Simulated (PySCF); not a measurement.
# The bond of GdF, level by level

What are the lowest state that PBE0 finds, the bond length, vibrational wavenumber and bond energy of GdF, and how much do these hang on the method?

Program: PySCF 2.14.0. Level of theory: Gd x2c-SVPall, F x2c-SVPall, spin-free X2C with a Gaussian nucleus. These are calculated values, not measurements.

### Step 1. Set-up

Settings of the job:

```json
{"atoms": "Gd, F", "charge": "0", "basis": "Gd x2c-SVPall, F x2c-SVPall", "Hamiltonian": "spin-free X2C with a Gaussian nucleus", "basis functions": "99", "electrons treated": "73", "masses in u": "157.9241, 18.9984", "levels": "PBE0, PBE, r²SCAN, PW91, M06, LC-ωPBE, HF, MP2, SCS-MP2", "grid": "80 radial by 434 angular points", "occupations": "held fixed by the projection of orbital angular momentum", "dissociation limit": "Gd + F, each in its ground configuration", "starting distance in angstrom": "2.135", "values of 2S to try": "5, 7, 9"}
```

Started as:

```bash
$ OMP_NUM_THREADS=2 python dia.py task.json out
```

The runs that follow: PBE0 along the bond; Other states along the same grid; PBE (GGA); r²SCAN (meta-GGA); PW91; M06; LC-ωPBE (range-separated hybrid); ROHF (mean field).

**Question.** What will these runs give? Wanted: for each run, Re; ωe; De; μ.

The runs gave:

Lowest PBE0 solution found, without spin–orbit coupling: ⁸Σ⁻ (octet), unpaired electrons σ ↑, π ↑↑, δ ↑↑, φ ↑↑, about 7.1 electrons in the 4f shell (Mulliken). State 2 has its PBE0 minimum 0.30 eV higher. State 3 has its PBE0 minimum 1.12 eV higher, as a spin-mixed determinant (⟨S²⟩ = 10.71), so this is no gap between pure states. The other levels ran on the lowest alone.

| level | Re (Å) | ωe (cm⁻¹) | De (eV) | μ (D) |
| --- | --- | --- | --- | --- |
| ROHF | 1.992 | 609 | 4.92 | -2.21 |
| ROHF-MP2 | 1.950 | 635 | 6.71 | n/a |
| ROHF-SCS-MP2 | 1.960 | 629 | 6.57 | n/a |
| PW91 | 1.948 | 620 | 7.33 | -1.53 |
| r²SCAN | 1.961 | 605 | 6.85 | -1.76 |
| PBE0 | 1.948 | 629 | 6.74 | -1.74 |
| M06 | 1.961 | 618 | 7.04 | -2.09 |
| LC-ωPBE | 1.966 | 599 | 7.17 | -1.90 |

De is counted to Gd + F in their ground configurations. A positive dipole means Gd(−)F(+). No constants: PBE (the points don't follow one smooth fit).

Bond lengths run from 1.948 Å (PBE0) to 1.992 Å (ROHF). Among the levels with a De in the table, it runs from 4.92 eV (ROHF) to 7.33 eV (PW91).

Correlated steps freeze 19 core orbitals. These are scalar-relativistic numbers at best; spin–orbit coupling would shift them, the dissociation energy most. The state is the lowest single determinant that the PBE0 search found; with open d or f shells the true ground state can be another one. At some levels the lowest empty orbital lies below the highest filled one (the two can be of opposite spin). With spin–orbit coupling the term label itself may not hold.
